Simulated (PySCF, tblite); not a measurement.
**C6H16AlNO: geometry, infrared bands, NMR shifts and electronic excitations**

Wanted: the infrared bands, NMR shifts and electronic excitations of C6H16AlNO (`CO[C@@H]1C[CH2][AlH2-][N+]1(C)C`), by calculation.

The runs use tblite 0.8.0 and PySCF 2.14.0, with density-fitted response routines of our own; the level of theory stands in each step. All values are computed, except where a source is named. Atoms are numbered from 0 throughout.

## 1. The starting structure

25 atoms, charge 0, multiplicity 1; geometry from: force field or distance geometry start.

Bonds of the start (Å): C0–O1 1.40, O1–C2 1.37, C2–C3 1.51, C3–C4 1.50, C4–Al5 2.01, Al5–N6 1.92, N6–C7 1.43, N6–C8 1.44, N6–C2 1.46, C0–H9 1.08, C0–H10 1.10, C0–H11 1.12, C2–H12 1.07, C3–H13 1.08, C3–H14 1.12, C4–H15 1.11, C4–H16 1.09, Al5–H17 1.59, Al5–H18 1.59, C7–H19 1.10, C7–H20 1.12, C7–H21 1.12, C8–H22 1.12, C8–H23 1.12, C8–H24 1.09.

## 2. Geometry optimisation with GFN2-xTB

Job settings and geometry (Å):

```
{"job": {"kind": "relax", "xc": "GFN2-xTB", "basis": "xTB"}, "charge": 0, "multiplicity": 1}
C      2.545100    -0.571000     0.758400
O      1.306900     0.091600     0.795000
C      0.640900     0.062400    -0.403900
C      0.366600     1.490700    -0.807800
C     -0.396000     2.185700     0.281100
Al    -1.331400     0.616100     1.125700
N     -0.639600    -0.600600    -0.191200
C     -0.513200    -1.946200     0.286700
C     -1.540900    -0.467500    -1.309100
H      3.212600    -0.127900     0.030100
H      2.359800    -1.643400     0.571300
H      3.051300    -0.512100     1.760700
H      1.245500    -0.478000    -1.108900
H     -0.030500     1.567600    -1.813900
H      1.372300     1.987100    -0.836200
H     -1.202500     2.797800    -0.174300
H      0.220700     2.739500     0.995100
H     -0.789600     0.316600     2.588100
H     -2.911300     0.738400     1.029400
H     -0.030400    -2.060900     1.268100
H     -1.537200    -2.411300     0.295300
H      0.034500    -2.519800    -0.509400
H     -1.787700     0.620700    -1.405700
H     -2.498900    -0.950900    -0.984800
H     -1.158000    -0.900500    -2.230800
```

The run is started by

```
$ OMP_NUM_THREADS=1 python probes_run.py task.json out
```

The driver reads the jobs from task.json and runs them one after another.

**Question.** This job is followed by: GFN2-xTB harmonic vibrations, gas phase; PBE0-D3(BJ)/def2-SVP geometry optimisation, gas phase; GIAO PBE0/pcSseg-1 NMR shielding, non-relativistic, gas phase; TDDFT CAM-B3LYP/def2-SVPD, vertical, gas phase, core orbitals frozen in the response; GIAO HF/pcSseg-1 NMR shielding, non-relativistic, gas phase. What will the session give for the following? strongest single infrared mode (GFN2-xTB); zero-point energy (GFN2-xTB); point group; rotational constants (main isotopes); 13C shifts against TMS (PBE0/pcSseg-1); 1H shifts against TMS (PBE0/pcSseg-1, means over atoms taken as alike); 17O shifts against H2O (PBE0/pcSseg-1); 27Al shifts against AlH4- (PBE0/pcSseg-1); 15N shifts against NH3 (PBE0/pcSseg-1); surface potential, 1st and 99th percentile; lowest singlet (CAM-B3LYP/def2-SVPD); brightest single state of those computed; lowest triplet; vertical ionisation energy (ΔSCF); range of the shift of O1.

**Answer**, as computed:

| quantity | value |
| --- | --- |
| strongest single infrared mode (GFN2-xTB) | 1652 cm⁻¹, 598 km/mol |
| zero-point energy (GFN2-xTB) | 130.2 kcal/mol |
| point group | C1 |
| rotational constants (main isotopes) | 1.66, 1.29, 1.03 GHz |
| 13C shifts against TMS (PBE0/pcSseg-1) | 101.1, 53.9, 45.7, 42.2, 26.3, -2.2 ppm |
| 1H shifts against TMS (PBE0/pcSseg-1, means over atoms taken as alike) | 4.11, 4.06, 3.27, 3.15, 2.48, 2.27, 2.24, 1.52, 0.12, -0.03 ppm |
| 17O shifts against H2O (PBE0/pcSseg-1) | 42.6 ppm |
| 27Al shifts against AlH4- (PBE0/pcSseg-1) | 97.1 ppm |
| 15N shifts against NH3 (PBE0/pcSseg-1) | 64.6 ppm |
| surface potential, 1st and 99th percentile | -1.41 V and 1.10 V |
| lowest singlet (CAM-B3LYP/def2-SVPD) | 6.54 eV (190 nm), f = 0.040 |
| brightest single state of those computed | state 10, 7.87 eV, f = 0.100 |
| lowest triplet | 6.18 eV |
| vertical ionisation energy (ΔSCF) | 8.74 eV |
| range of the shift of O1 | 9.9 to 42.6 ppm |

In words: The optimisation took 112 steps and gained 1.094 eV; among the close pairs (by a distance rule), O1–Al5 changed most, from 2.710 to 2.126 Å (GFN2-xTB). The lowest mode is slightly imaginary (2i cm⁻¹), a soft motion within the noise of the Hessian, so the minimum is not strictly shown. The strongest single mode, at 1652 cm⁻¹, moves mainly H17 and H18. GFN2-xTB is a fitted tight-binding method: band positions and strengths are rough. Its intensities can rank the bands wrongly. Relaxing lowered the energy by 0.771 eV in 21 steps; the close pair that moved most is O1–Al5, from 2.129 to 3.146 Å (PBE0/def2-SVP). The lowest singlet, at 6.54 eV, is HOMO→LUMO+1 0.48, HOMO→LUMO+2 0.26 and is weak; of the 10 states computed, the strongest absorption comes from state 10 at 7.87 eV (the last computed, so partners may be missing). The lowest triplet lies 0.36 eV below the lowest singlet (triplets in Tamm-Dancoff, singlets in full TDDFT). ΔSCF puts the ionisation energy at 8.74 eV, 0.66 eV above −ε(HOMO). In ppm, O1 moves most: its shift spreads over 32.7 ppm, from 9.9 (HF/pcSseg-1) to 42.6 (PBE0/pcSseg-1).
